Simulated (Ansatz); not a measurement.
**MoRu2: further runs on a relaxed guess**

This session takes a relaxed cell of MoRu2 and sets out to compute bands, density of states and charges.

Computed with Ansatz 0.2.0 (DFT PBE, scalar-relativistic, plane waves, PAW, unless a step's input says otherwise).

2 further runs of the same task are left out: 1 that didn't finish, 1 set aside as unsound or not needed.

**1. Starting point**

Symmetry: Fm-3m, No. 225, cubic system. The conventional cell has a = 5.882 Å, b = 5.882 Å, c = 5.882 Å, α = 90.00°, β = 90.00°, γ = 90.00°. Around Mo (site symmetry m-3m) lie 8 Ru at 2.55 Å. Ru (site symmetry -43m) has 4 Mo at 2.55 Å as nearest neighbours.

Structure file:

```cif
data_structure
_symmetry_space_group_name_H-M 'P 1'
_symmetry_Int_Tables_number 1
_cell_length_a 4.1591
_cell_length_b 4.1591
_cell_length_c 4.1591
_cell_angle_alpha 60.000
_cell_angle_beta 60.000
_cell_angle_gamma 60.000
_cell_volume 50.87
loop_
_atom_site_label
_atom_site_type_symbol
_atom_site_fract_x
_atom_site_fract_y
_atom_site_fract_z
_atom_site_occupancy
Mo1 Mo 0.00000 0.00000 0.00000 1
Ru1 Ru 0.25000 0.25000 0.25000 1
Ru2 Ru 0.75000 0.75000 0.75000 1
```

The cell was relaxed beforehand at this level, from a database cell with other species swapped in; it is a trial structure. At a tolerance of 0.05 Å it has space group Fm-3m (No. 225); it has 16.96 Å³/atom, an uncorrected energy of +0.56 eV/atom over the elements.

**2. Electronic structure at the relaxed geometry**

The input, input.yaml:

```yaml
crystal:
  lattice:
    - [0.0, 2.9409276132, 2.9409276132]
    - [2.9409276132, 0.0, 2.9409276132]
    - [2.9409276132, 2.9409276132, 0.0]
  atoms:
    - { symbol: Mo, position: [0.0, 0.0, 0.0] }
    - { symbol: Ru, position: [0.25, 0.25, 0.25] }
    - { symbol: Ru, position: [0.75, 0.75, 0.75] }
basis:
  ecutwfc: 420
kpoints:
  mp_grid: { grid: [14, 14, 14] }
  band_path:
    path:
      - [[0.0, 0.0, 0.0], [0.5, 0.0, 0.5], [0.625, 0.25, 0.625]]
      - [[0.375, 0.375, 0.75], [0.0, 0.0, 0.0], [0.5, 0.5, 0.5], [0.5, 0.25, 0.75], [0.5, 0.0, 0.5]]
    npoints: 14
hamiltonian:
  xc: pbe
scf:
  occupations: { method: gaussian, width: 0.1 }
  n_extra_bands: 7
output:
  forces: true
  stress: true
  eigenvalues: true
  populations: true
  dos: { projected: true, de: 0.02, nscf_kmesh: { grid: [17, 17, 17] } }
  bader: true
  write_density: true
  write_potential: true
  elf: true
  volumetric_format: npy
```

Started as:

```console
$ ansatz run input.yaml --threads 1 --pin off --max-ram 2048MiB --backend cpu --events-out ev --progress --plain --runs-dir out
```

Output:

```text
Warning: RAYON_NUM_THREADS=1 ignored (pool sized by the plan → 1); use --threads N
scf.n_extra_bands = 7 over 23 filled bands (N_el = 46.0): the run solves 30 bands
Engine: ansatz 0.2.0, aarch64-unknown-linux-gnu
Pseudopotentials: kind: paw
Pseudopotential: Mo, paw, valence charge 14, recommended cutoff 420 eV (normal), Mo.paw.azcp
Pseudopotential: Ru, paw, valence charge 16, recommended cutoff 420 eV (normal), Ru.paw.azcp
Functional definition: PBE
  parameter kappa = 0.804
  parameter beta = 0.06672455060314922
  exchange = pbe_x(kappa = kappa, mu = beta*pi^2/3)
  correlation = pbe_c(beta = beta)
Crystal: 3 atoms, lattice volume = 50.872 Å³
Basis set: ecut = 420 eV, 965 PW (Γ), exchange–correlation on 60×60×60 points (8 copies of the dense FFT grid, shifted against one another)
Bands: 30, of which v1, the nominal top of the filled ones, is band 23 counted from 1 (22 counted from 0)
Symmetry: 48 space group operations
Space group: Fm-3m (ITA 225), of the structure as read, at distance tolerance 3.7e-5 Å
k-points: 104 of 2744
Non-local potential: Mo, projectors of the file, l = 0: 3, l = 1: 2, l = 2: 2, l = 3: 1
Non-local potential: Ru, projectors of the file, l = 0: 3, l = 1: 2, l = 2: 2, l = 3: 1
PAW form: soft (Blöchl's): semilocal exchange-correlation on the pseudo side does not see the compensation charge
PAW one-centre angular grid: Mo, 590 points (default); XC on 64 Gauss nodes
PAW one-centre angular grid: Ru, 590 points (default); XC on 64 Gauss nodes
Initial density: superposition of atomic densities (neutral atoms: chi_scale 0, normalization atom), corrected by the library's trained network
Initial wavefunctions: pseudopotential atomic-orbital guess
Functional: x = pbe(κ = 0.804, μ = 0.2195149727645171), c = pbe(β = 0.06672455060314922)
SCF iter   1: F=—  HF=-16711.721070 eV  |F-HF|=—  |Δ(HF+E_count)|=         —  Δρ=4.12e-3  dr2=4.68e-3  ethr=1.77e-3  ⟨swp⟩=5.8  Hψ=12687  notcnv=0
preconditioner: auto → Kerker (q_TF=auto, 2.683 Å⁻¹)  [metal: Δε(μ)=0.020 eV  Ē_g=5.446 eV  σ=0.100 eV  W_gap=0.11  n_scr=14 (ndim 8)  ℏωp=24.4 eV  f_vac=0.009  D(μ)=4.16/eV (n_scr^D=58)]
SCF iter   2: F=—  HF=-16711.721962 eV  |F-HF|=—  |Δ(HF+E_count)|=   8.92e-4  Δρ=2.27e-3  dr2=1.80e-3  ethr=1.02e-5  ⟨swp⟩=2.1  Hψ=5326  notcnv=0
SCF iter   3: F=—  HF=-16711.721951 eV  |F-HF|=—  |Δ(HF+E_count)|=   1.06e-5  Δρ=4.18e-4  dr2=1.44e-4  ethr=3.92e-6  ⟨swp⟩=2.0  Hψ=4088  notcnv=0
SCF iter   4: F=—  HF=-16711.721930 eV  |F-HF|=—  |Δ(HF+E_count)|=   2.12e-5  Δρ=1.41e-4  dr2=1.55e-5  ethr=3.13e-7  ⟨swp⟩=2.3  Hψ=4002  notcnv=0
SCF iter   5: F=—  HF=-16711.721937 eV  |F-HF|=—  |Δ(HF+E_count)|=   6.73e-6  Δρ=6.13e-5  dr2=1.99e-6  ethr=3.38e-8  ⟨swp⟩=2.0  Hψ=3943  notcnv=0
SCF iter   6: F=-16711.721939 eV  HF=-16711.721939 eV  |F-HF|=5.71e-8  |Δ(HF+E_count)|=   1.85e-6  Δρ=1.38e-5  dr2=9.21e-8  ethr=2.17e-10  ⟨swp⟩=10.6  Hψ=22161  notcnv=0
SCF 1 converged in 6 iterations: F = -16711.721939 eV  dr2 = 9.21e-8
NSCF: frozen V_eff on 86 k-points
NSCF: frozen V_eff on 165 k-points
SCF converged after 6 iterations
Free energy (F): -16711.721939 eV
Harris-Foulkes:  -16711.721939 eV  (|F-HF|=5.71e-8)
Internal energy: -16711.701192 eV  (E = F + TS)
E sigma→0 (E₀):  -16711.711565 eV
Entropy (-TS):   -0.020747 eV (-6.916 meV/atom)
Fermi energy:    18.008010 eV
--- Per-component energies (eV) ---
  E_band       = -357.241033
  E_kinetic    = 1470.493856
  E_local      = -4217.873664  (includes V_loc(G=0)·N_el)
  E_nonlocal   = 832.397669
  E_hartree    = 1426.420149
  E_xc         = -562.762923
  E_vxc        = -704.905478  (∫ρ·V_xc dr)
  E_paw        = -10124.430146  (= ΣΔE_a)
  E_vpaw       = -590.178809  (= ΣTr[D̂ρ^β])
  E_aug_tail   = -0.000309  (compensation charges beyond the density's cutoff)
  E_ewald      = -5535.945823
  E_smearing   = -0.020747  (= −TS)
  E_closure    = -0.000000  (closes the sum)
  Σ components = -16711.721939   (vs F -16711.721939, Δ=0.00e0)
--- Forces (eV/Å), atoms counted from 1 ---
  atom   1  Mo    -0.00000000     0.00000000     0.00000000
  atom   2  Ru     0.00000000    -0.00000000    -0.00000000
  atom   3  Ru     0.00000000    -0.00000000    -0.00000000
  max |Σ_I F_I| component: 3.70e-17 eV/Å
--- Stress (GPa, compression-positive) ---
       -0.002160       0.000000      -0.000000
        0.000000      -0.002160      -0.000000
        0.000000      -0.000000      -0.002160
  P = ⅓ Tr σ = -0.0022 GPa (-0.022 kbar)
--- Band table (eV; the first three rows and the last of 104) ---
  k-point 0: bands = ["-54.2834", "-54.2237", "-43.0441", "-24.3765", "-24.3765", "-24.3765", "-24.2075", "-24.2075", "-24.2075", "-17.1425", "-17.1425", "-17.1425", "11.7088", "13.2678", "13.2678", "15.1723", "15.1723", "15.1723", "15.7224", "15.7224", "15.7224", "19.4213", "19.4213", "19.4213", "19.4331", "19.4331", "20.2868", "20.2868", "28.4381", "29.4569"]
  k-point 1: bands = ["-54.2826", "-54.2244", "-43.0445", "-24.3763", "-24.3747", "-24.3747", "-24.2098", "-24.2098", "-24.2073", "-17.1429", "-17.1416", "-17.1416", "11.7959", "13.3101", "13.3101", "15.0057", "15.1495", "15.1495", "15.7519", "15.7519", "15.9164", "19.0761", "19.0761", "19.2331", "19.7303", "19.7303", "20.2556", "20.2556", "28.3048", "28.7702"]
  k-point 2: bands = ["-54.2802", "-54.2265", "-43.0454", "-24.3747", "-24.3695", "-24.3695", "-24.2167", "-24.2167", "-24.2082", "-17.1437", "-17.1391", "-17.1391", "12.0499", "13.4357", "13.4357", "14.7613", "15.0856", "15.0856", "15.8360", "15.8360", "16.2389", "18.6785", "18.6785", "18.7342", "19.9355", "19.9355", "20.2193", "20.2193", "27.2873", "28.1494"]
  k-point 103: bands = ["-54.2543", "-54.2500", "-43.0535", "-24.4492", "-24.3971", "-24.3344", "-24.2748", "-24.1614", "-24.1549", "-17.1491", "-17.1324", "-17.1042", "13.6358", "13.8051", "13.8428", "14.7428", "15.0004", "15.9059", "16.1252", "16.3822", "16.9109", "17.0305", "17.6349", "18.6670", "19.7772", "20.1050", "21.0523", "21.2801", "21.5075", "21.8685"]
--- Löwdin populations: 3 sites ---
  site symbol       q [e]
     0     Mo     13.8377
     1     Ru     15.9939
     2     Ru     15.9939
  spilling = 0.003793 (of n_electrons = 46.000000)
--- Bader charges: 3 sites ---
  site symbol  charge [e]  shift [e]
     0     Mo      0.6404     0.0002
     1     Ru     -0.3202     0.0001
     2     Ru     -0.3202     0.0001
  estimated error of the sums over rays = 3.6e-4 e
```

Wall time 31 s (1 thread of Arm Neoverse V2, shared host); peak memory 0.42 GiB.

Per atom:

| atom | Löwdin electrons | Bader charge (e) | Bader volume (Å³) |
| --- | --- | --- | --- |
| Mo1 | 13.84 | +0.64 | 14.3 |
| Ru2 | 15.99 | -0.32 | 18.3 |
| Ru3 | 15.99 | -0.32 | 18.3 |

The Löwdin counts miss 0.17 of the 46 electrons, which the atomic orbitals do not span, so they are no charges.

bands.tsv at the labelled points (eV, zero at the Fermi level; the bands nearest the Fermi level):

| point | band 20 | band 21 | band 22 | band 23 | band 24 | band 25 | band 26 | band 27 |
| --- | --- | --- | --- | --- | --- | --- | --- | --- |
| Γ | -2.29 | -2.29 | 1.41 | 1.41 | 1.41 | 1.43 | 1.43 | 2.28 |
| X | -1.10 | -1.10 | -0.29 | 0.18 | 1.32 | 1.33 | 3.00 | 3.00 |
| U | -2.13 | -0.55 | -0.41 | -0.36 | 0.87 | 0.92 | 1.88 | 2.54 |
| K | -2.13 | -0.55 | -0.41 | -0.36 | 0.87 | 0.92 | 1.88 | 2.54 |
| Γ | -2.29 | -2.29 | 1.41 | 1.41 | 1.41 | 1.43 | 1.43 | 2.28 |
| L | -1.85 | -1.85 | -1.14 | -1.14 | -0.18 | 1.68 | 1.68 | 2.65 |
| W | -1.54 | -1.54 | -0.97 | -0.40 | 0.70 | 1.93 | 1.93 | 3.04 |
| X | -1.10 | -1.10 | -0.29 | 0.18 | 1.32 | 1.33 | 3.00 | 3.00 |

Counts of states by energy window (eV from the Fermi level), total and by projection:

```
from  to  total  Mo 4d  Ru 5s  Ru 4d
  -6  -5   0.26   0.00   0.14   0.01
  -5  -4   3.56   1.05   0.44   1.85
  -4  -3   6.84   2.27   0.26   4.01
  -3  -2   2.90   0.57   0.13   2.04
  -2  -1   4.25   0.50   0.24   3.40
  -1   0   4.20   0.60   0.22   3.14
   0   1   1.92   0.58   0.17   1.05
   1   2   3.75   1.70   0.08   1.87
   2   3   4.09   1.91   0.21   1.76
```

The solved bands begin to run out at 3.4 eV, so nothing above is shown.

A further 24 or so states lie below the table's range.

Axes a, b and c in the maps are those of this run's conventional cell (a, b, c = 5.882, 5.882, 5.882 Å).

Density in a lattice plane of the grid's cell (edges 5.88 and 5.88 Å, at 0.250 of the third edge), which holds Ru.

Ten even steps from '0' (0.17 e/Å³) to '9' (9.96 e/Å³):
```
000000000000000000000000
000000000000000000000000
000023432000000023432000
000158885100000158875100
000269996200000269996200
000157885100000158885100
000023432000000023432000
000000000000000000000000
000000000000000000000000
000000000000000000000000
000000000000000000000000
000000000000000000000000
000023432000000023432000
000158875100000158885100
000269996200000269996200
000158885100000157885100
000023432000000023432000
000000000000000000000000
000000000000000000000000
000000000000000000000000
```
Columns run along the first of these edges and rows up along the second, over one cell in 24 and 20 even steps from the bottom left corner. Atoms in the plane (fractional): Ru at (0.25, 0.25), Ru at (0.75, 0.75), Ru at (0.25, 0.75), Ru at (0.75, 0.25).

ELF in the same plane.

Ten even steps from ' ' (0.20) to '@' (0.67):
```
  ....::..    ....::....  ....::..      ..::....
::::......::::::......::::::......::::::......::
--::..--**%%%%%%**--..::--::..--**%%%%%%**--..::
--....++@@@@##@@@@++....--....++@@@@##%%@@++....
::....**@@**::**@@**....::....**@@**::**@@**....
--....++@@%%##@@@@++....--....++@@@@##@@@@++....
--::..--**%%%%%%**--..::--::..--**%%%%%%**--..::
::::......::::::......::::::......::::::......::
  ....::..      ..::....  ....::....    ..::....
    ..::----::----::..      ..::----::----::..  
  ....::..      ..::....  ....::..    ....::....
::::......::::::......::::::......::::::......::
--::..--**%%%%%%**--..::--::..--**%%%%%%**--..::
--....++@@@@##%%@@++....--....++@@@@##@@@@++....
::....**@@**::**@@**....::....**@@**::**@@**....
--....++@@@@##@@@@++....--....++@@%%##@@@@++....
--::..--**%%%%%%**--..::--::..--**%%%%%%**--..::
::::......::::::......::::::......::::::......::
  ....::....    ..::....  ....::..      ..::....
    ..::----::----::..      ..::----::----::..  
```
Columns run along the first of these edges and rows up along the second, over one cell in 24 and 20 even steps from the bottom left corner. Atoms in the plane (fractional): Ru at (0.25, 0.25), Ru at (0.75, 0.75), Ru at (0.25, 0.75), Ru at (0.75, 0.25).

Both are smooth fields of the valence electrons: close to the nuclei they are not physical.

**3. Changed: occupations.method methfessel_paxton, occupations.width 0.15**

The input, input.yaml:

```yaml
crystal:
  lattice:
    - [0.0, 2.9409276132, 2.9409276132]
    - [2.9409276132, 0.0, 2.9409276132]
    - [2.9409276132, 2.9409276132, 0.0]
  atoms:
    - { symbol: Mo, position: [0.0, 0.0, 0.0] }
    - { symbol: Ru, position: [0.25, 0.25, 0.25] }
    - { symbol: Ru, position: [0.75, 0.75, 0.75] }
basis:
  ecutwfc: 420
kpoints:
  mp_grid: { grid: [14, 14, 14] }
hamiltonian:
  xc: pbe
scf:
  occupations: { method: methfessel_paxton, width: 0.15 }
output:
  forces: true
  eigenvalues: true
  stress: true
```

Started as:

```console
$ ansatz run input.yaml --threads 1 --pin off --max-ram 2048MiB --backend cpu --events-out ev --progress --plain --runs-dir out
```

Output:

```text
Warning: RAYON_NUM_THREADS=1 ignored (pool sized by the plan → 1); use --threads N
[... 9 set-up lines as earlier in the session ...]
Crystal: 3 atoms, lattice volume = 50.872 Å³
Basis set: ecut = 420 eV, 965 PW (Γ), exchange–correlation on 60×60×60 points (8 copies of the dense FFT grid, shifted against one another)
Bands: 28, of which v1, the nominal top of the filled ones, is band 23 counted from 1 (22 counted from 0)
[... 2 set-up lines as earlier in the session ...]
k-points: 104 of 2744
[... 8 set-up lines as earlier in the session ...]
SCF iter   1: F=—  HF=-16711.710938 eV  |F-HF|=—  |Δ(HF+E_count)|=         —  Δρ=4.01e-3  dr2=4.33e-3  ethr=1.77e-3  ⟨swp⟩=5.2  Hψ=10963  notcnv=0
preconditioner: auto → Kerker (q_TF=auto, 2.683 Å⁻¹)  [metal: Δε(μ)=0.020 eV  Ē_g=4.288 eV  σ=0.150 eV  W_gap=0.11  n_scr=14 (ndim 8)  ℏωp=24.4 eV  f_vac=0.009  D(μ)=4.40/eV (n_scr^D=58)]
SCF iter   2: F=—  HF=-16711.711916 eV  |F-HF|=—  |Δ(HF+E_count)|=   9.78e-4  S|Δr|=    0.00e0  Δρ=2.22e-3  dr2=1.72e-3  ethr=9.40e-6  ⟨swp⟩=2.1  Hψ=5463  notcnv=0
SCF iter   3: F=—  HF=-16711.711914 eV  |F-HF|=—  |Δ(HF+E_count)|=   2.25e-6  S|Δr|=    0.00e0  Δρ=4.17e-4  dr2=1.36e-4  ethr=3.74e-6  ⟨swp⟩=2.0  Hψ=4027  notcnv=0
SCF iter   4: F=—  HF=-16711.711899 eV  |F-HF|=—  |Δ(HF+E_count)|=   1.43e-5  S|Δr|=    0.00e0  Δρ=1.47e-4  dr2=2.01e-5  ethr=2.96e-7  ⟨swp⟩=1.7  Hψ=3852  notcnv=0
SCF iter   5: F=—  HF=-16711.711901 eV  |F-HF|=—  |Δ(HF+E_count)|=   1.84e-6  S|Δr|=    0.00e0  Δρ=6.55e-5  dr2=2.63e-6  ethr=4.38e-8  ⟨swp⟩=2.0  Hψ=3932  notcnv=0
SCF iter   6: F=—  HF=-16711.711903 eV  |F-HF|=—  |Δ(HF+E_count)|=   1.93e-6  S|Δr|=    0.00e0  Δρ=1.65e-5  dr2=1.37e-7  ethr=5.72e-9  ⟨swp⟩=2.0  Hψ=3932  notcnv=0
SCF iter   7: F=-16711.711903 eV  HF=-16711.711903 eV  |F-HF|=1.49e-8  |Δ(HF+E_count)|=   1.29e-7  S|Δr|=    0.00e0  Δρ=4.28e-6  dr2=6.30e-9  ethr=2.17e-10  ⟨swp⟩=4.8  Hψ=9943  notcnv=0
SCF 1 converged in 7 iterations: F = -16711.711903 eV  dr2 = 6.30e-9
SCF converged after 7 iterations
Stability not checked: this state was not tested for a lower state beside it, because cold or Methfessel-Paxton smearing, or corrected tetrahedra, fill the levels in a way that the test cannot read (fill_not_monotonic; see scf.lower_state_search)
Free energy (F): -16711.711903 eV
Harris-Foulkes:  -16711.711903 eV  (|F-HF|=1.49e-8)
Internal energy: -16711.708518 eV  (E = F + TS)
E sigma→0 (E₀):  -16711.711057 eV
Entropy (-TS):   -0.003385 eV (-1.128 meV/atom)
Fermi energy:    18.006076 eV
--- Per-component energies (eV) ---
  E_band       = -357.212289
  E_kinetic    = 1470.499784
  E_local      = -4217.903754  (includes V_loc(G=0)·N_el)
  E_nonlocal   = 832.393819
  E_hartree    = 1426.444200
  E_xc         = -562.766498
  E_vxc        = -704.910141  (∫ρ·V_xc dr)
  E_paw        = -10124.429936  (= ΣΔE_a)
  E_vpaw       = -590.181865  (= ΣTr[D̂ρ^β])
  E_aug_tail   = -0.000309  (compensation charges beyond the density's cutoff)
  E_ewald      = -5535.945823
  E_smearing   = -0.003385  (= −TS)
  E_closure    = 0.000000  (closes the sum)
  Σ components = -16711.711903   (vs F -16711.711903, Δ=0.00e0)
--- Forces (eV/Å), atoms counted from 1 ---
  atom   1  Mo    -0.00000000     0.00000000    -0.00000000
  atom   2  Ru    -0.00000000     0.00000000     0.00000000
  atom   3  Ru    -0.00000000     0.00000000    -0.00000000
  max |Σ_I F_I| component: 2.78e-17 eV/Å
--- Stress (GPa, compression-positive) ---
       -0.032113      -0.000000       0.000000
        0.000000      -0.032113       0.000000
        0.000000       0.000000      -0.032113
  P = ⅓ Tr σ = -0.0321 GPa (-0.321 kbar)
--- Band table (eV; the first three rows and the last of 104) ---
  k-point 0: bands = ["-54.2814", "-54.2218", "-43.0453", "-24.3746", "-24.3746", "-24.3746", "-24.2056", "-24.2056", "-24.2056", "-17.1436", "-17.1436", "-17.1436", "11.7089", "13.2684", "13.2684", "15.1733", "15.1733", "15.1733", "15.7226", "15.7226", "15.7226", "19.4223", "19.4223", "19.4223", "19.4346", "19.4346", "20.2866", "20.2866"]
  k-point 1: bands = ["-54.2806", "-54.2225", "-43.0457", "-24.3745", "-24.3729", "-24.3729", "-24.2080", "-24.2080", "-24.2055", "-17.1439", "-17.1427", "-17.1427", "11.7960", "13.3107", "13.3107", "15.0065", "15.1504", "15.1504", "15.7522", "15.7522", "15.9167", "19.0773", "19.0773", "19.2340", "19.7314", "19.7314", "20.2554", "20.2554"]
  k-point 2: bands = ["-54.2783", "-54.2246", "-43.0466", "-24.3729", "-24.3677", "-24.3677", "-24.2149", "-24.2149", "-24.2063", "-17.1448", "-17.1402", "-17.1402", "12.0501", "13.4363", "13.4363", "14.7621", "15.0864", "15.0864", "15.8364", "15.8364", "16.2392", "18.6797", "18.6797", "18.7352", "19.9364", "19.9364", "20.2193", "20.2193"]
  k-point 103: bands = ["-54.2524", "-54.2481", "-43.0547", "-24.4474", "-24.3953", "-24.3326", "-24.2730", "-24.1595", "-24.1531", "-17.1502", "-17.1334", "-17.1052", "13.6362", "13.8056", "13.8432", "14.7435", "15.0008", "15.9069", "16.1260", "16.3833", "16.9119", "17.0301", "17.6363", "18.6675", "19.7777", "20.1056", "21.0525", "21.2797"]
```

Wall time 5.7 s (1 thread of Arm Neoverse V2, shared host); peak memory 0.39 GiB.

| run | ending | energy change | pressure (GPa) | gap (eV) | force (eV/Å) | cycles | time |
| --- | --- | --- | --- | --- | --- | --- | --- |
| step 2 | converged | 0 | 0.0 | 0.00 | 0.00 | 6 | 31 s |
| variant | converged | +0.2 meV/atom (σ→0) | 0.0 | 0.00 | 0.00 | 7 | 5.7 s |

Changing the smearing leaves the energy as it was (+0.2 meV/atom).

**4. What came out**

| quantity | value |
| --- | --- |
| gap | none (metal) |
| states at the Fermi level | 3.37 per eV per cell |
| Bader charges | Mo +0.64, Ru -0.32 e |

**Reading.** It comes out metallic. Of the projected weight within 0.25 eV of the Fermi level, the largest part is Ru 4d (64 %) and Mo 4d (24 %). Charge transfer between the atoms is moderate (Bader charges up to 0.6 e).
